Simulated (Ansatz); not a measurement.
# Ti2B3: the cost of one run

Computed with Ansatz 0.2.0 (DFT PBE, scalar-relativistic, plane waves, PAW, unless a step's input says otherwise).

### Step 1. Starting point

The structure is tetragonal, space group P-4m2 (No. 115). Conventional cell: a = 3.211 Å, b = 3.211 Å, c = 4.849 Å, α = 90.00°, β = 90.00°, γ = 90.00°. Ti (site symmetry 2mm) has 8 B at 2.21 to 2.49 Å as nearest neighbours. B (site symmetry -4m2) has 4 B at 1.88 Å and 4 Ti at 2.21 Å as nearest neighbours. B (site symmetry 2mm) has 2 B at 1.88 Å and 6 Ti at 2.33 to 2.49 Å as nearest neighbours.

As a file:

```cif
data_structure
_symmetry_space_group_name_H-M 'P 1'
_symmetry_Int_Tables_number 1
_cell_length_a 3.2113
_cell_length_b 3.2113
_cell_length_c 4.8488
_cell_angle_alpha 90.000
_cell_angle_beta 90.000
_cell_angle_gamma 90.000
_cell_volume 50.00
loop_
_atom_site_label
_atom_site_type_symbol
_atom_site_fract_x
_atom_site_fract_y
_atom_site_fract_z
_atom_site_occupancy
Ti1 Ti 0.50000 0.00000 0.68753 1
Ti2 Ti 0.00000 0.50000 0.31247 1
B1 B 0.50000 0.50000 0.00000 1
B2 B 0.00000 0.50000 0.79943 1
B3 B 0.50000 0.00000 0.20057 1
```

The cell was relaxed beforehand at this level, from a database cell with other species swapped in; it needn't be the stable form of this composition. At a tolerance of 0.05 Å it has space group P-4m2 (No. 115); it has 10.00 Å³/atom, an uncorrected energy of -0.51 eV/atom over the elements.

### Step 2. Bands, states and charges

Contents of input.yaml:

```yaml
crystal:
  lattice:
    - [3.2112877419, 0.0, 0.0]
    - [0.0, 3.2112877419, 0.0]
    - [0.0, 0.0, 4.8487821225]
  atoms:
    - { symbol: Ti, position: [0.5, 0.0, 0.6875308216] }
    - { symbol: Ti, position: [0.0, 0.5, 0.3124691784] }
    - { symbol: B, position: [0.5, 0.5, 0.0] }
    - { symbol: B, position: [0.0, 0.5, 0.7994286427] }
    - { symbol: B, position: [0.5, 0.0, 0.2005713573] }
basis:
  ecutwfc: 420
kpoints:
  mp_grid: { grid: [12, 12, 8] }
  band_path:
    path:
      - [[0.0, 0.0, 0.0], [0.0, 0.5, 0.0], [0.5, 0.5, 0.0], [0.0, 0.0, 0.0], [0.0, 0.0, 0.5], [0.0, 0.5, 0.5], [0.5, 0.5, 0.5], [0.0, 0.0, 0.5]]
      - [[0.0, 0.5, 0.0], [0.0, 0.5, 0.5]]
      - [[0.5, 0.5, 0.0], [0.5, 0.5, 0.5]]
    npoints: 14
hamiltonian:
  xc: pbe
scf:
  occupations: { method: gaussian, width: 0.1 }
  n_extra_bands: 12
output:
  forces: true
  stress: true
  eigenvalues: true
  populations: true
  dos: { projected: true, de: 0.02, nscf_kmesh: { grid: [15, 15, 10] } }
  bader: true
  write_density: true
  write_potential: true
  elf: true
  volumetric_format: npy
```

Started as:

```
ansatz run input.yaml --threads 1 --pin off --max-ram 2560MiB --backend cpu --events-out ev --progress --plain --runs-dir out
```

**Question.** How long does this run take on 1 thread of Intel Xeon at 2.50GHz (Skylake/Cascade Lake), shared host, and how much memory does it need?

About 3.3 min, with a peak of 0.49 GiB.
